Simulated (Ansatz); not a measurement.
## Molecular dynamics of KBaYB₆O₁₂

The input (input.yaml):

```yaml
crystal:
  lattice:
    - [3.6215, 2.090874, 5.979756]
    - [-3.6215, 2.090874, 5.979756]
    - [0.0, -4.181748, 5.979756]
  atoms:
    - { symbol: K, position: [0.29155643, 0.2391283, 0.17134493] }
    - { symbol: Ba, position: [0.8049162, 0.76467618, 0.77073195] }
    - { symbol: "Y", position: [-0.00643073, 0.00916775, 0.00377941] }
    - { symbol: B, position: [0.23982343, 0.3606894, 0.647485] }
    - { symbol: B, position: [0.39347442, 0.608809, 0.25511158] }
    - { symbol: B, position: [0.61821076, 0.22695069, 0.4049016] }
    - { symbol: B, position: [0.69503037, 0.69848559, 0.36899911] }
    - { symbol: B, position: [0.63285921, 0.42195416, 0.74946105] }
    - { symbol: B, position: [0.31699557, 0.7648363, 0.66699055] }
    - { symbol: O, position: [0.3593402, 0.77290885, 0.06983655] }
    - { symbol: O, position: [0.79454029, 0.03761542, 0.36387893] }
    - { symbol: O, position: [0.07040436, 0.326499, 0.85117262] }
    - { symbol: O, position: [0.69873075, 0.21794814, 0.89246563] }
    - { symbol: O, position: [0.11732804, 0.91215538, 0.71227909] }
    - { symbol: O, position: [0.84152816, 0.74577617, 0.16403283] }
    - { symbol: O, position: [0.45648229, 0.18230548, 0.6131062] }
    - { symbol: O, position: [0.20653433, 0.57485666, 0.4781711] }
    - { symbol: O, position: [0.60237562, 0.43942002, 0.2455902] }
    - { symbol: O, position: [0.46171587, 0.79595386, 0.44309797] }
    - { symbol: O, position: [0.78605161, 0.48864444, 0.55163512] }
    - { symbol: O, position: [0.40525069, 0.56781914, 0.8126648] }
basis:
  ecutwfc: 420.0
kpoints:
  mp_grid: { grid: [2, 2, 2] }
hamiltonian:
  xc: pbesol
scf:
  occupations: { method: fermi_dirac, width: 0.05 }
  lower_state_search: "off"
md:
  timestep: 1
  n_steps: 200
  ensemble: nvt_nose_hoover
  temperature: 1560.0
  initial_velocities: maxwell_boltzmann
  seed: 151202
  nose_hoover: { tau: 50.0, chain_length: 5 }
```

Command:

```bash
$ ansatz run input.yaml --threads 1 --pin off --max-ram 3072MiB --backend cpu --events-out ev --progress --plain --runs-dir out
```

It goes on from the last frame of an earlier run, with new velocities.

Output, in part (step lines):

```
md step     0: t =     0.00 fs  T =  1560.0 K  F+E_penalty+E_count = -18844.54647981 eV  E_kin = 4.032912 eV  conserved = -18840.51356784 eV  (9 SCF iters)
md step     1: t =     1.00 fs  T =  1540.2 K  F+E_penalty+E_count = -18844.49436275 eV  E_kin = 3.981755 eV  conserved = -18840.51261291 eV  (9 SCF iters)
md step     2: t =     2.00 fs  T =  1496.2 K  F+E_penalty+E_count = -18844.37920739 eV  E_kin = 3.867895 eV  conserved = -18840.51136809 eV  (9 SCF iters)
md step     3: t =     3.00 fs  T =  1435.2 K  F+E_penalty+E_count = -18844.22025537 eV  E_kin = 3.710181 eV  conserved = -18840.51030630 eV  (9 SCF iters)
md step     4: t =     4.00 fs  T =  1363.8 K  F+E_penalty+E_count = -18844.03485289 eV  E_kin = 3.525779 eV  conserved = -18840.50970821 eV  (9 SCF iters)
md step     5: t =     5.00 fs  T =  1286.5 K  F+E_penalty+E_count = -18843.83416675 eV  E_kin = 3.325962 eV  conserved = -18840.50956465 eV  (5 SCF iters)
md step     6: t =     6.00 fs  T =  1205.4 K  F+E_penalty+E_count = -18843.62330784 eV  E_kin = 3.116251 eV  conserved = -18840.50955243 eV  (4 SCF iters)
md step     7: t =     7.00 fs  T =  1122.2 K  F+E_penalty+E_count = -18843.40613622 eV  E_kin = 2.901108 eV  conserved = -18840.50913448 eV  (4 SCF iters)
[... lines left out ...]
md step   200: t =   200.00 fs  T =  1804.5 K  F+E_penalty+E_count = -18841.66590573 eV  E_kin = 4.664964 eV  conserved = -18840.49758344 eV  (9 SCF iters)
```

The steps, from the saved trajectory:

```tsv
time (fs)	T (K)	potential energy less start (eV)	conserved less start (meV/atom)
0.0	1560	0.000	0.00
6.0	1205	0.923	0.19
12.0	942	1.627	0.41
18.0	1102	1.258	0.12
24.0	932	1.773	0.32
30.0	1082	1.487	0.23
36.0	1074	1.657	0.27
42.0	956	2.123	0.49
48.0	1379	1.224	0.11
54.0	1266	1.763	0.46
60.0	1374	1.679	0.19
66.0	1294	2.075	0.46
72.0	1176	2.517	0.42
78.0	1239	2.465	0.56
84.0	1630	1.563	0.12
90.0	1256	2.633	0.77
96.0	1625	1.751	0.28
102.0	1671	1.714	0.34
108.0	1574	2.030	0.46
114.0	1485	2.318	0.43
120.0	1412	2.559	0.52
126.0	1726	1.812	0.42
132.0	1591	2.221	0.40
138.0	1379	2.819	0.43
144.0	1248	3.220	0.53
150.0	1312	3.122	0.31
156.0	1618	2.432	0.21
162.0	1530	2.789	0.68
168.0	1654	2.585	0.42
174.0	1606	2.835	0.58
180.0	1528	3.151	0.36
186.0	1588	3.115	0.48
192.0	1730	2.894	0.50
198.0	1595	3.379	0.91
```

The run went to its last step. The conserved energy stayed within 0.91 meV per atom of its start (net change 0.76 meV per atom), so the integration is sound. A run of 0.2 ps of so small a system gives no equilibrium averages. Limits of this set-up: coarse k mesh.

Mean squared displacements from the first frame to the last, about the centre of mass: K 0.24 Å², Ba 0.12 Å², Y 0.02 Å², B 0.27 Å², O 0.53 Å².

Last frame:

```xyz
21
Lattice="3.6215 2.0909 5.9798 -3.6215 2.0909 5.9798 0.0000 -4.1817 5.9798" Properties=species:S:1:pos:R:3
K -0.024 0.321 3.759
Ba -0.096 -0.193 14.038
Y -0.021 0.084 0.111
B -0.693 -1.555 7.483
B -1.095 0.929 7.508
B 1.287 -0.021 7.601
B 0.542 1.586 10.444
B 1.341 -0.706 10.476
B -1.006 -0.176 10.657
O -1.947 2.040 7.649
O 2.722 0.192 7.448
O -1.261 -2.707 7.247
O 2.380 -1.451 10.331
O -2.254 -0.609 11.062
O 1.013 2.793 10.771
O 0.589 -1.305 7.502
O -1.513 -0.454 7.644
O 0.342 1.111 7.566
O -0.708 1.124 10.952
O 1.265 0.738 9.753
O 0.121 -1.109 10.420
```

Time of the run: 23 min on 1 thread of Arm Neoverse V1, on a shared host, peak memory 0.7 GiB.
